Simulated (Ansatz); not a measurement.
**MoH₄ (septet): wave-function methods side by side, def2-SVP**

The task here is to estimate one member of a computed series from the others.

Method: def2-SVP, core rule «outside noble gas», up to 4 orbitals frozen; program: Ansatz 0.2.0, Gaussian basis.

The runs, in order: UHF; CCSD(T) on ROHF; CCSD(T) on UHF; CISD; CCSDT(Q) on ROHF; CCSDT(Q) on UHF; CASSCF and MRCISD+Q, 10 electrons in 10 orbitals; CASSCF and NEVPT4(SD), 10 electrons in 10 orbitals; CASSCF and NEVPT2, 10 electrons in 10 orbitals.

25 further runs of the same task are left out: 14 that didn't finish, 11 set aside as unsound or not needed.

**The geometry**

The geometry is a PBE0/def2-TZVP stationary point (not a proven minimum) of the parent state, kept for this charge and spin. No spin-orbit coupling is included. Elements past krypton take def2 core potentials.

5 atoms, charge 0, spin multiplicity 7.

Atoms are counted from 1 here; the program's logs count them from 0.

Bond lengths: Mo1–H2 1.847 Å, Mo1–H3 1.847 Å, Mo1–H4 1.847 Å, Mo1–H5 1.847 Å. Angles: H2–Mo1–H3 27.0°, H2–Mo1–H4 153.0°, H2–Mo1–H5 180.0°, H3–Mo1–H4 180.0°, H3–Mo1–H5 153.0°, H4–Mo1–H5 27.0°.

Set-up of the first run:

in.yaml reads:

```yaml
crystal:
  periodic: [false, false, false]
  atoms:
    - {symbol: Mo, position_ang: [0.000000, 0.000000, 0.000000]}
    - {symbol: H, position_ang: [0.000000, 0.431079, 1.795720]}
    - {symbol: H, position_ang: [0.000000, -0.431079, 1.795720]}
    - {symbol: H, position_ang: [0.000000, 0.431079, -1.795720]}
    - {symbol: H, position_ang: [0.000000, -0.431079, -1.795720]}
basis:
  gaussian: {orbitals: def2-SVP}
magnetization: {spin_polarized: true, initial_magnetization: 6}
hamiltonian: {xc: hf}
output: {orbitals: {seedname: orbitals}}
```

On the command line:

```bash
$ ansatz run in.yaml --threads 1 --pin off --events-out ev --progress --plain --max-ram 2393MiB
```

Among the steps run: UHF; CCSD(T) on ROHF; CCSD(T) on UHF; CISD; CCSDT(Q) on ROHF; CCSDT(Q) on UHF; CASSCF and MRCISD+Q, 10 electrons in 10 orbitals; CASSCF and NEVPT4(SD), 10 electrons in 10 orbitals; CASSCF and NEVPT2, 10 electrons in 10 orbitals.

One of the session's tables, all rows but one given; the rest of the session is left out.

```
            method  from RCCSDT(Q) (kcal/mol)
              ROHF                     +99.22
               UHF                     +95.91
              RMP2                          ?
              UMP2                     +15.55
             RCCSD                      +2.06
             UCCSD                      +1.10
          RCCSD(T)                      +0.36
          UCCSD(T)                      -0.57
            RCCSDT                      +0.05
            UCCSDT                      -0.87
         RCCSDT(Q)                          0
         UCCSDT(Q)                      -0.92
    CASSCF valence                     +87.65
    NEVPT2 valence                     +20.38
NEVPT4(SD) valence                      +2.33
    MRCISD valence                      +5.49
  MRCISD+Q valence                      +0.42
```

**Question.** Estimate the row for RMP2.

As computed: from RCCSDT(Q) (kcal/mol): +16.57. In the column «from RCCSDT(Q) (kcal/mol)» it lies between UMP2 (+15.55) and NEVPT2 valence (+20.38).

Not comparable, so not listed: CISD (they don't share determinant, frozen orbitals or solution with the rows shown, or repeat one).

To keep in mind: Restricted and unrestricted rows rest on different reference determinants; where their highest levels disagree by more than a few hundredths of an eV, they describe different states and don't form one ladder.
